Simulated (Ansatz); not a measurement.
# BF3 + ClH: molecular dynamics, part 2 of 2

Aim: follow the two partners and see whether they stay together, part or react. The start is relaxed first. Runs: 150 steps of 0.5 fs under a Nosé-Hoover thermostat at 500 K; 150 steps of 0.5 fs at constant energy, with velocities drawn for 200 K. SMILES of the start: Cl.FB(F)F.

Ansatz 0.2.0; RKS PBE0/def2-SVP.

## (7) Frames from the trajectory

Positions (Å) and forces (eV/Å):

```xyz
6
time_fs=9.5 T=388 dE=0.0583
Cl   -0.808    0.235   -1.911    0.149   -0.172    0.120
H     0.024   -0.755   -1.876   -0.086    0.116   -0.060
F    -0.965   -0.460    1.428   -0.263   -0.248   -0.238
B     0.113    0.083    0.929    1.159   -0.662    0.464
F     1.137   -0.698    0.540   -1.024    0.632   -0.003
F     0.300    1.367    1.063    0.066    0.334   -0.283
6
time_fs=19.0 T=340 dE=0.0838
Cl   -0.821    0.256   -1.937    0.163   -0.297    0.157
H    -0.259   -0.897   -1.754   -0.111    0.201   -0.143
F    -0.960   -0.469    1.429    0.519   -0.124   -0.518
B     0.161    0.051    0.943   -1.256    1.149    1.337
F     1.158   -0.701    0.600    0.465   -0.482   -0.500
F     0.285    1.365    1.036    0.221   -0.446   -0.333
6
time_fs=28.0 T=356 dE=0.0778
Cl   -0.830    0.272   -1.959    0.060   -0.278    0.107
H    -0.566   -0.974   -1.728   -0.045    0.205   -0.107
F    -0.943   -0.485    1.413   -0.755   -0.450    0.382
B     0.160    0.070    1.030    1.325   -0.997   -0.916
F     1.182   -0.712    0.644   -0.801    0.641    0.382
F     0.279    1.354    0.999    0.217    0.878    0.152
6
time_fs=37.5 T=305 dE=0.1064
Cl   -0.840    0.286   -1.981    0.013   -0.146    0.054
H    -0.909   -0.985   -1.774   -0.017    0.086   -0.052
F    -0.944   -0.516    1.408    0.589    0.297    0.188
B     0.210    0.048    1.071   -1.752    0.962   -0.650
F     1.187   -0.706    0.701    1.013   -0.552   -0.002
F     0.283    1.366    0.966    0.154   -0.648    0.463
6
time_fs=47.0 T=403 dE=0.0599
Cl   -0.849    0.296   -2.001    0.022   -0.022    0.065
H    -1.262   -0.914   -1.866   -0.020   -0.026   -0.016
F    -0.930   -0.537    1.413   -0.193    0.313    0.141
B     0.177    0.065    1.053    0.798   -0.838   -0.671
F     1.220   -0.711    0.763   -0.438    0.520    0.227
F     0.292    1.361    0.952   -0.169    0.054    0.255
6
time_fs=56.0 T=407 dE=0.0630
Cl   -0.859    0.302   -2.018    0.038   -0.030    0.094
H    -1.581   -0.762   -1.979   -0.014   -0.013    0.002
F    -0.920   -0.545    1.422   -0.226    0.257   -0.287
B     0.174    0.045    0.996    0.575   -0.084    0.653
F     1.244   -0.704    0.828   -0.079    0.075   -0.316
F     0.295    1.352    0.949   -0.294   -0.205   -0.147
6
time_fs=65.5 T=355 dE=0.0954
Cl   -0.870    0.305   -2.035   -0.054   -0.098    0.050
H    -1.867   -0.513   -2.100    0.103    0.069    0.044
F    -0.917   -0.541    1.419    0.131    0.125   -0.512
B     0.198    0.023    0.984   -0.635    0.567    1.266
F     1.272   -0.696    0.885    0.586   -0.508   -0.507
F     0.286    1.335    0.939   -0.131   -0.155   -0.342
6
time_fs=75.0 T=397 dE=0.0817
Cl   -0.883    0.306   -2.050   -0.200   -0.099   -0.036
H    -2.069   -0.194   -2.187    0.242    0.082    0.078
F    -0.914   -0.534    1.397   -0.571   -0.428    0.154
B     0.203    0.028    1.059    1.411   -0.702   -0.193
F     1.316   -0.704    0.922   -0.947    0.488    0.073
F     0.271    1.315    0.915    0.065    0.659   -0.075
```

Reading of run 1. Against a set 500 K the second half averages 364 K with a spread of 36 K; 14 meV/atom has gone into potential energy, and a thermostat that acts over some 100 fs has not made it up in 75 fs. The conserved energy strays from its start by at most 0.04 meV/atom, 0.1 % of the mean kinetic energy, which is good for a step of 0.5 fs. No bond forms or breaks. The partners' closest contact goes from 2.66 to 3.31 Å; so short a run doesn't show whether they stay bound.

## (8) Run 2

150 steps of 0.5 fs at constant energy, with velocities drawn for 200 K, from the relaxed start. H is given a mass of 3.016 u.

input.yaml

```yaml
crystal:
  periodic: [false, false, false]
  atoms:
    - { symbol: Cl, position_ang: [-0.791983, 0.209884, -1.881685] }
    - { symbol: H, position_ang: [0.243294, -0.537524, -2.046677] }
    - { symbol: F, position_ang: [-0.976063, -0.461055, 1.415217] }
    - { symbol: B, position_ang: [0.12392, 0.087121, 0.95994] }
    - { symbol: F, position_ang: [1.082565, -0.676407, 0.476219] }
    - { symbol: F, position_ang: [0.318266, 1.377981, 1.076986] }
basis:
  gaussian: { orbitals: def2-SVP }
hamiltonian:
  xc: pbe0
md:
  timestep: 0.5
  n_steps: 150
  ensemble: nve
  temperature: 200.0
  initial_velocities: maxwell_boltzmann
  seed: 631289
  masses: [{ species: H, mass: 3.016 }]
scf:
  lower_state_search: "off"
```

Run with:

```
ansatz run input.yaml --threads 1 --pin off --max-ram 2048MiB --backend cpu --events-out ev --progress --plain --runs-dir out
```

Standard output, cut to the lines that bear on the results:

```text
Warning: RAYON_NUM_THREADS=1 ignored (pool sized by the plan → 1); use --threads N
[...]
Functional definition: PBE0
[...]
813 factors; integrals over basis functions are off by at most 3.9e-4 eV
[...]
mean field -21347.38816928 eV, -784.5020454415 hartree, gradient 2.0e-6 eV, S^2 0.000000; 0 other end points of the search recorded, 0 dependent functions left out
[...]
reference -21347.38819012 eV, -784.5020462076 hartree; 25, 25 occupied and 54, 54 virtual orbitals, 813 factors
md step     0: t =     0.00 fs  T =   200.0 K  F+E_penalty+E_count = -21347.38816928 eV  E_kin = 0.103408 eV  conserved = -21347.28476128 eV  (14 SCF iters)
[...]
md step    19: t =     9.50 fs  T =   153.8 K  F+E_penalty+E_count = -21347.36424184 eV  E_kin = 0.079528 eV  conserved = -21347.28471378 eV  (14 SCF iters)
[...]
md step    38: t =    19.00 fs  T =   158.9 K  F+E_penalty+E_count = -21347.36685916 eV  E_kin = 0.082137 eV  conserved = -21347.28472166 eV  (14 SCF iters)
[...]
md step    57: t =    28.50 fs  T =   139.5 K  F+E_penalty+E_count = -21347.35679411 eV  E_kin = 0.072102 eV  conserved = -21347.28469242 eV  (13 SCF iters)
[...]
md step    74: t =    37.00 fs  T =   160.8 K  F+E_penalty+E_count = -21347.36786617 eV  E_kin = 0.083141 eV  conserved = -21347.28472476 eV  (14 SCF iters)
md step    75: t =    37.50 fs  T =   161.0 K  F+E_penalty+E_count = -21347.36796060 eV  E_kin = 0.083236 eV  conserved = -21347.28472463 eV  (14 SCF iters)
```

## (9) The output, continued: dynamics from the start

The log, continued, cut to the lines that bear on the results:

```text
md step    76: t =    38.00 fs  T =   157.7 K  F+E_penalty+E_count = -21347.36622766 eV  E_kin = 0.081515 eV  conserved = -21347.28471231 eV  (14 SCF iters)
[...]
md step    94: t =    47.00 fs  T =   113.0 K  F+E_penalty+E_count = -21347.34314508 eV  E_kin = 0.058442 eV  conserved = -21347.28470318 eV  (14 SCF iters)
[...]
md step   112: t =    56.00 fs  T =   135.6 K  F+E_penalty+E_count = -21347.35486739 eV  E_kin = 0.070114 eV  conserved = -21347.28475316 eV  (13 SCF iters)
[...]
md step   130: t =    65.00 fs  T =   111.8 K  F+E_penalty+E_count = -21347.34251113 eV  E_kin = 0.057829 eV  conserved = -21347.28468212 eV  (13 SCF iters)
[...]
md step   148: t =    74.00 fs  T =   122.4 K  F+E_penalty+E_count = -21347.34798282 eV  E_kin = 0.063271 eV  conserved = -21347.28471213 eV  (14 SCF iters)
[...]
md step   149: t =    74.50 fs  T =   130.2 K  F+E_penalty+E_count = -21347.35205598 eV  E_kin = 0.067320 eV  conserved = -21347.28473601 eV  (14 SCF iters)
[...]
md step   150: t =    75.00 fs  T =   134.3 K  F+E_penalty+E_count = -21347.35416537 eV  E_kin = 0.069420 eV  conserved = -21347.28474513 eV  (20 SCF iters)
Total energy: -21347.35418611 eV, -784.5007965830 hartree
Atom 0 at    -0.763660     0.239644    -1.727784 Å, force    -0.090869     0.051258    -0.159370 eV/Å
Atom 1 at    -0.017723    -0.642333    -2.292593 Å, force     0.052911    -0.048552     0.012109 eV/Å
Atom 2 at    -0.998589    -0.461599     1.277065 Å, force    -0.373403    -0.381057     0.175142 eV/Å
Atom 3 at     0.121504     0.065582     0.872181 Å, force     0.414210     0.462263    -0.048191 eV/Å
Atom 4 at     1.148248    -0.699142     0.550003 Å, force    -0.156871     0.100775     0.037330 eV/Å
Atom 5 at     0.265071     1.374623     0.943158 Å, force     0.154022    -0.184686    -0.017020 eV/Å
Dipole moment:     0.091880    -0.199664    -0.328297 e Å
Checks for a lower state left out: stability, starts, cluster_reference, orbital_swaps, neighbouring_geometries, increment
```

It took 2.5 min on 1 thread of an x86-64 CPU, shared host; peak memory 0.17 GiB.

## (10) The trajectory

One step in 8; energies are changes from step 0:

| time (fs) | T (K) | potential energy change (meV/atom) | total energy change (meV/atom) | closest contact of the partners (Å) |
| --- | --- | --- | --- | --- |
| 0.0 | 200 | 0.0 | 0.00 | 2.66 |
| 4.0 | 115 | 7.4 | 0.04 | 2.69 |
| 8.0 | 132 | 5.9 | 0.02 | 2.72 |
| 12.0 | 130 | 6.0 | 0.02 | 2.76 |
| 16.0 | 109 | 7.9 | 0.03 | 2.80 |
| 20.0 | 154 | 4.0 | 0.01 | 2.83 |
| 24.0 | 94 | 9.2 | 0.04 | 2.86 |
| 28.0 | 135 | 5.6 | 0.01 | 2.87 |
| 32.0 | 111 | 7.7 | 0.04 | 2.86 |
| 36.0 | 150 | 4.3 | 0.01 | 2.85 |
| 40.0 | 120 | 6.9 | 0.03 | 2.83 |
| 44.0 | 84 | 10.0 | 0.03 | 2.82 |
| 48.0 | 107 | 8.0 | 0.01 | 2.81 |
| 52.0 | 50 | 12.9 | 0.05 | 2.79 |
| 56.0 | 136 | 5.6 | 0.00 | 2.78 |
| 60.0 | 69 | 11.3 | 0.04 | 2.77 |
| 64.0 | 91 | 9.4 | 0.03 | 2.77 |
| 68.0 | 104 | 8.3 | 0.01 | 2.76 |
| 72.0 | 74 | 10.9 | 0.04 | 2.76 |
| 75.0 | 134 | 5.7 | 0.00 | 2.75 |

time (fs), T (K) and a bar:
```
      0.0        200 ##############################
      3.5        126 ###############
      6.5        106 ###########
     10.0        156 #####################
     13.0        108 ###########
     16.5        120 ##############
     19.5        158 ######################
     23.0        102 ##########
     26.0        106 ###########
     29.5        140 ##################
     32.5        107 ###########
     36.0        150 ####################
     39.0        142 ##################
     42.5         79 ######
     45.5        102 ##########
     49.0         90 ########
     52.0         50 
     55.5        130 ################
     58.5        105 ###########
     62.0         56 #
     65.0        112 ############
     68.5         93 ########
     71.5         65 ###
     75.0        134 #################
```

## (11) Positions and forces

Positions (Å) and forces (eV/Å):

```xyz
6
time_fs=9.5 T=154 dE=0.0239
Cl   -0.786    0.213   -1.855    0.183   -0.145   -0.050
H     0.218   -0.563   -2.112   -0.183    0.145    0.056
F    -0.988   -0.450    1.402    0.304   -0.105   -0.168
B     0.124    0.078    0.940    0.309    0.309   -0.001
F     1.108   -0.696    0.473   -0.726    0.575    0.341
F     0.298    1.389    1.066    0.114   -0.779   -0.178
6
time_fs=19.0 T=159 dE=0.0213
Cl   -0.780    0.216   -1.829    0.058   -0.054   -0.069
H     0.176   -0.578   -2.178   -0.071    0.062    0.045
F    -0.986   -0.442    1.381    0.416   -0.131   -0.214
B     0.138    0.084    0.922   -0.733   -0.465    0.309
F     1.107   -0.693    0.482   -0.084    0.181    0.056
F     0.283    1.373    1.049    0.414    0.407   -0.126
6
time_fs=28.0 T=135 dE=0.0336
Cl   -0.774    0.219   -1.805    0.203   -0.211   -0.208
H     0.144   -0.595   -2.231   -0.242    0.225    0.151
F    -0.975   -0.444    1.356   -1.174   -0.784    0.449
B     0.118    0.072    0.921    0.731    0.715   -0.268
F     1.100   -0.683    0.495    0.270   -0.237   -0.089
F     0.285    1.367    1.026    0.211    0.292   -0.035
6
time_fs=37.5 T=161 dE=0.0202
Cl   -0.768    0.222   -1.783   -0.096    0.057   -0.104
H     0.093   -0.598   -2.275    0.046   -0.030    0.032
F    -0.997   -0.472    1.343    0.466    0.320   -0.136
B     0.124    0.091    0.910   -0.678   -0.634    0.170
F     1.104   -0.680    0.504    0.239   -0.124   -0.039
F     0.296    1.378    1.001    0.024    0.411    0.076
6
time_fs=47.0 T=113 dE=0.0450
Cl   -0.764    0.225   -1.763    0.063   -0.117   -0.234
H     0.061   -0.611   -2.307   -0.124    0.146    0.162
F    -1.009   -0.490    1.327    0.325    0.421   -0.061
B     0.102    0.082    0.905    0.582    0.344   -0.171
F     1.116   -0.682    0.513   -0.408    0.222    0.209
F     0.307    1.399    0.980   -0.438   -1.017    0.096
6
time_fs=56.0 T=136 dE=0.0333
Cl   -0.761    0.229   -1.748   -0.205    0.160   -0.088
H     0.022   -0.613   -2.315    0.139   -0.129   -0.019
F    -1.004   -0.490    1.308    0.197    0.388   -0.023
B     0.107    0.086    0.892    0.051   -0.103    0.024
F     1.115   -0.677    0.528    0.125   -0.141   -0.020
F     0.302    1.385    0.963   -0.308   -0.175    0.126
6
time_fs=65.5 T=119 dE=0.0417
Cl   -0.762    0.234   -1.735    0.120   -0.199   -0.352
H     0.007   -0.634   -2.317   -0.180    0.221    0.206
F    -0.993   -0.473    1.289   -0.398   -0.095    0.178
B     0.117    0.081    0.880   -0.206   -0.243    0.090
F     1.120   -0.679    0.543    0.644   -0.485   -0.222
F     0.284    1.366    0.951    0.019    0.801    0.099
6
time_fs=75.0 T=134 dE=0.0340
Cl   -0.764    0.240   -1.728   -0.091    0.051   -0.159
H    -0.018   -0.642   -2.293    0.053   -0.049    0.012
F    -0.999   -0.462    1.277   -0.373   -0.381    0.175
B     0.121    0.066    0.872    0.414    0.462   -0.048
F     1.148   -0.699    0.550   -0.157    0.101    0.037
F     0.265    1.375    0.943    0.154   -0.185   -0.017
```

Reading of run 2. The temperature starts at 200 K and averages 96 K in the second half, where it ranges from 49 to 161 K. About half is expected from a start at a minimum: kinetic energy passes into potential energy until both shares match. The total energy strays from its start by at most 0.05 meV/atom, 0.5 % of the mean kinetic energy, so a step of 0.5 fs is short enough over this time. No bond forms or breaks. The partners' closest contact goes from 2.66 to 2.75 Å: they stay in touch over this short run.

## (12) Results

This closing draws on all 2 parts.

| quantity | value |
| --- | --- |
| relaxation of the start | 30 moves, 0.144 eV lower |
| run 1: length | 150 steps of 0.5 fs |
| run 1: temperature, first and last step | 500 and 397 K |
| run 1: temperature, second half | mean 364 K, from 292 to 408 K |
| run 1: potential energy, second half | +14 meV/atom from this run's first step |
| run 1: largest change of the conserved energy | 0.04 meV/atom |
| run 1: bonds formed or broken | 0 |
| run 2: length | 150 steps of 0.5 fs |
| run 2: temperature, first and last step | 200 and 134 K |
| run 2: temperature, second half | mean 96 K, from 49 to 161 K |
| run 2: potential energy, second half | +9 meV/atom from this run's first step |
| run 2: largest change of the total energy | 0.05 meV/atom |
| run 2: bonds formed or broken | 0 |

Mean temperatures of the second halves: 364 K, 96 K. No bond formed or broke in any run. In the last run: the partners' closest contact goes from 2.66 to 2.75 Å: they stay in touch over this short run. Averages from a run of 75 fs with 6 atoms are rough.
